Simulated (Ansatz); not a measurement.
# C2H7NOSi: the cost of one run

Program: Ansatz 0.2.0. Level of theory: RKS r2SCAN-D4/6-31G. These are calculated values, not measurements.

## Step 1: The system as given

Bond lengths: C1–C2 1.448 Å, C2–O3 1.214 Å, C2–Si4 1.922 Å, Si4–N5 1.637 Å, C1–H6 1.169 Å, C1–H7 1.075 Å, C1–H8 1.083 Å, Si4–H9 1.458 Å, Si4–H10 1.527 Å, N5–H11 1.051 Å, N5–H12 1.005 Å. Angles (14 of 18 angles, heavy atoms first): C1–C2–O3 124.9°, C1–C2–Si4 118.7°, O3–C2–Si4 116.5°, C2–Si4–N5 115.7°, C2–C1–H6 108.8°, C2–C1–H7 112.9°, C2–C1–H8 111.3°, C2–Si4–H9 108.6°, C2–Si4–H10 108.0°, N5–Si4–H9 108.8°, N5–Si4–H10 108.9°, Si4–N5–H11 105.8°, Si4–N5–H12 109.1°, H6–C1–H7 105.7°.

As a file:

```xyz
12

C    -1.7933    0.6631   -0.0536
C    -0.3471    0.7316   -0.0352
O     0.2999    1.7588   -0.0665
Si    0.6530   -0.9086    0.0347
N     2.2825   -0.7478    0.0512
H    -2.2203    1.7496   -0.1077
H    -2.2035    0.2343    0.8429
H    -2.1535    0.1918   -0.9600
H     0.2728   -1.7332   -1.1060
H     0.2197   -1.6717    1.2848
H     2.5016   -0.1396    0.8798
H     2.5652   -0.1834   -0.7304
```

## Step 2: End point A

input.yaml reads:

```yaml
crystal:
  periodic: [false, false, false]
  atoms:
    - { symbol: C, position_ang: [-1.7933, 0.6631, -0.0536] }
    - { symbol: C, position_ang: [-0.3471, 0.7316, -0.0352] }
    - { symbol: O, position_ang: [0.2999, 1.7588, -0.0665] }
    - { symbol: Si, position_ang: [0.653, -0.9086, 0.0347] }
    - { symbol: "N", position_ang: [2.2825, -0.7478, 0.0512] }
    - { symbol: H, position_ang: [-2.2203, 1.7496, -0.1077] }
    - { symbol: H, position_ang: [-2.2035, 0.2343, 0.8429] }
    - { symbol: H, position_ang: [-2.1535, 0.1918, -0.96] }
    - { symbol: H, position_ang: [0.2728, -1.7332, -1.106] }
    - { symbol: H, position_ang: [0.2197, -1.6717, 1.2848] }
    - { symbol: H, position_ang: [2.5016, -0.1396, 0.8798] }
    - { symbol: H, position_ang: [2.5652, -0.1834, -0.7304] }
basis:
  gaussian: { orbitals: "6-31G" }
hamiltonian:
  xc: r2scan
  dispersion: d4
relax:
  f_tol: 0.02
  max_steps: 50
output:
  orbitals: {}
```

Started as:

```
$ ansatz run input.yaml --threads 1 --pin off --max-ram 2048MiB --backend cpu --events-out ev --progress --plain --runs-dir out
```

What time and memory should one allow on 1 thread of Intel Xeon Gold 6455B (Sapphire Rapids), shared host?

About 33 s, with a peak of 0.2 GiB.
